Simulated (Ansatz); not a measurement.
# ScGa2As3: the cost of one run

Program: Ansatz 0.2.0. Level of theory: DFT PBE, scalar-relativistic, plane waves, PAW, unless a step names another level. These are calculated values, not measurements.

12 further runs of the same task are left out: 1 that didn't finish, 11 set aside as unsound or not needed.

**1. Plan**

Pauling electronegativities: Sc 1.36, Ga 1.81, As 2.18 (spread 0.82). The formula balances with common oxidation states: Ga +3, Sc +3, As -3. Tabulated atomic sizes suggest about 20 Å³/atom. 20 candidates were drawn, by swapping species into database cells of other compounds, at random by space group and Wyckoff sites, or by hand, as the table says:

| name | made from | space group no. | Wyckoff sites | atoms (primitive cell) | V (Å³/atom) |
| --- | --- | --- | --- | --- | --- |
| c01 | random | 156 | Sc 1b; Ga 1b, 1a; As 3d | 6 | 22.5 |
| c02 | built by hand: (001) zincblende superlattice ScAs/(GaAs)2 | 119 | Sc 2a; Ga 4e; As 4f, 2c | 6 | 20.2 |
| c03 | database cell of LaGa2Pt3 | 191 | Sc 1a; Ga 2c; As 3g | 6 | 20.0 |
| c04 | database cell of Dy2AlCo3 | 166 | Sc 3a; Ga 6c; As 9d | 6 | 20.6 |
| c05 | built by hand: Li2SiO3-type ordered wurtzite | 36 | Sc 4a; Ga 8b; As 8b, 4a | 12 | 20.2 |
| c06 | database cell of CsAu3S2 | 164 | Sc 1b; Ga 2d; As 3e | 6 | 22.4 |
| c07 | random | 123 | Sc 1d; Ga 1c, 1b; As 2e, 1a | 6 | 21.7 |
| c08 | random | 123 | Sc 1a; Ga 2f; As 2h, 1c | 6 | 22.1 |
| c09 | database cell of Li3PrBi2 | 164 | Sc 1a; Ga 2d; As 2d, 1b | 6 | 23.7 |
| c10 | random | 139 | Sc 2a; Ga 4d; As 4e, 2b | 6 | 23.2 |
| c11 | random | 187 | Sc 1b; Ga 1d, 1f; As 2i, 1c | 6 | 24.0 |
| c12 | built by hand: Cu2GeSe3-type ordered zincblende | 44 | Sc 2a; Ga 4d; As 4d, 2b | 6 | 20.2 |
| c13 | random | 123 | Sc 1a; Ga 2e; As 2f, 1c | 6 | 23.2 |
| c14 | random | 187 | Sc 1b; Ga 2i; As 2h, 1a | 6 | 24.2 |
| c15 | database cell of NaCu2O3 | 65 | Sc 2d; Ga 4i; As 4i, 2b | 6 | 21.7 |
| c16 | database cell of MgSc3Ru2 | 123 | Sc 1d; Ga 2h; As 1a, 2g | 6 | 24.3 |
| c17 | random | 69 | Sc 4a; Ga 8i; As 8c, 4b | 6 | 22.5 |
| c18 | built by hand: MoPt2-type cation-ordered rocksalt | 71 | Sc 2a; Ga 4i; As 4j, 2d | 6 | 20.2 |
| c19 | random | 187 | Sc 1a; Ga 2g; As 2i, 1c | 6 | 22.6 |
| c20 | built by hand: (111)-layered ordered rocksalt | 164 | Sc 1a; Ga 2d; As 2d, 1b | 6 | 20.2 |

**2. Screening run of c05**

The input, input.yaml:

```yaml
crystal:
  lattice:
    - [5.775, -3.335, 0.0]
    - [5.775, 3.335, 0.0]
    - [0.0, 0.0, 6.29]
  atoms:
    - { symbol: Sc, position: [0.8333, 0.1667, 0.5] }
    - { symbol: Sc, position: [0.1667, 0.8333, 0.0] }
    - { symbol: Ga, position: [0.1666, 0.5, 0.5] }
    - { symbol: Ga, position: [0.5, 0.8334, 0.5] }
    - { symbol: Ga, position: [0.5, 0.1666, 0.0] }
    - { symbol: Ga, position: [0.8334, 0.5, 0.0] }
    - { symbol: As, position: [0.8334, 0.5, 0.615] }
    - { symbol: As, position: [0.5, 0.1666, 0.615] }
    - { symbol: As, position: [0.1667, 0.8333, 0.625] }
    - { symbol: As, position: [0.5, 0.8334, 0.115] }
    - { symbol: As, position: [0.1666, 0.5, 0.115] }
    - { symbol: As, position: [0.8333, 0.1667, 0.125] }
basis:
  ecutwfc: 420
kpoints:
  mp_grid: { grid: [3, 3, 3] }
hamiltonian:
  xc: pbe
scf:
  occupations: { method: gaussian, width: 0.2 }
  lower_state_search: "off"
output:
  forces: true
  stress: true
  eigenvalues: true
relax:
  adjacent_minimum: "off"
  f_tol: 0.08
  max_steps: 16
  cell: { stress_tol: 0.8 }
```

On the command line:

```console
ansatz run input.yaml --threads 1 --pin off --max-ram 2560MiB --backend cpu --events-out ev --progress --plain --runs-dir out
```

Q: Estimate wall time and peak memory on 1 thread of Intel Xeon Platinum 8488C (Sapphire Rapids), shared host.

About 1.7 min, with a peak of 0.66 GiB.
